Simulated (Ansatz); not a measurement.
# CH5BN2: the cost of one run

All numbers below are computed with Ansatz 0.2.0 (RKS BHLYP-D4/def2-SVP).

**1. The system as given**

Bond lengths: B1–C2 1.501 Å, C2–N3 1.267 Å, C2–N4 1.380 Å, B1–H5 1.225 Å, B1–H6 1.213 Å, N3–H7 1.076 Å, N4–H8 1.079 Å, N4–H9 1.008 Å. Angles: B1–C2–N3 118.1°, B1–C2–N4 123.6°, N3–C2–N4 118.3°, C2–B1–H5 121.1°, C2–B1–H6 124.5°, H5–B1–H6 114.3°, C2–N3–H7 124.0°, C2–N4–H8 118.0°, C2–N4–H9 126.9°, H8–N4–H9 115.1°.

Coordinates:

```xyz
9

B    -0.4373    1.3585   -0.0068
C     0.2590    0.0289   -0.0457
N     1.5108    0.0151   -0.2426
N    -0.3883   -1.1771    0.1293
H    -1.6528    1.4330    0.1305
H     0.1126    2.4276   -0.1667
H     2.1083   -0.8792   -0.2491
H    -1.4576   -1.1613    0.2750
H     0.0338   -2.0918    0.1590
```

**2. Relaxing end A**

Contents of input.yaml:

```yaml
crystal:
  periodic: [false, false, false]
  atoms:
    - { symbol: B, position_ang: [-0.4373, 1.3585, -0.0068] }
    - { symbol: C, position_ang: [0.259, 0.0289, -0.0457] }
    - { symbol: "N", position_ang: [1.5108, 0.0151, -0.2426] }
    - { symbol: "N", position_ang: [-0.3883, -1.1771, 0.1293] }
    - { symbol: H, position_ang: [-1.6528, 1.433, 0.1305] }
    - { symbol: H, position_ang: [0.1126, 2.4276, -0.1667] }
    - { symbol: H, position_ang: [2.1083, -0.8792, -0.2491] }
    - { symbol: H, position_ang: [-1.4576, -1.1613, 0.275] }
    - { symbol: H, position_ang: [0.0338, -2.0918, 0.159] }
basis:
  gaussian: { orbitals: def2-SVP }
hamiltonian:
  xc: { name: BHLYP }
  dispersion: d4
relax:
  f_tol: 0.02
  max_steps: 50
output:
  orbitals: {}
```

Started as:

```console
$ ansatz run input.yaml --threads 1 --pin off --max-ram 2048MiB --backend cpu --events-out ev --progress --plain --runs-dir out
```

**Question.** How long does this run take on 1 thread of Arm Neoverse V1, shared host, and how much memory does it need?

About 1.9 min, with a peak of 0.15 GiB.
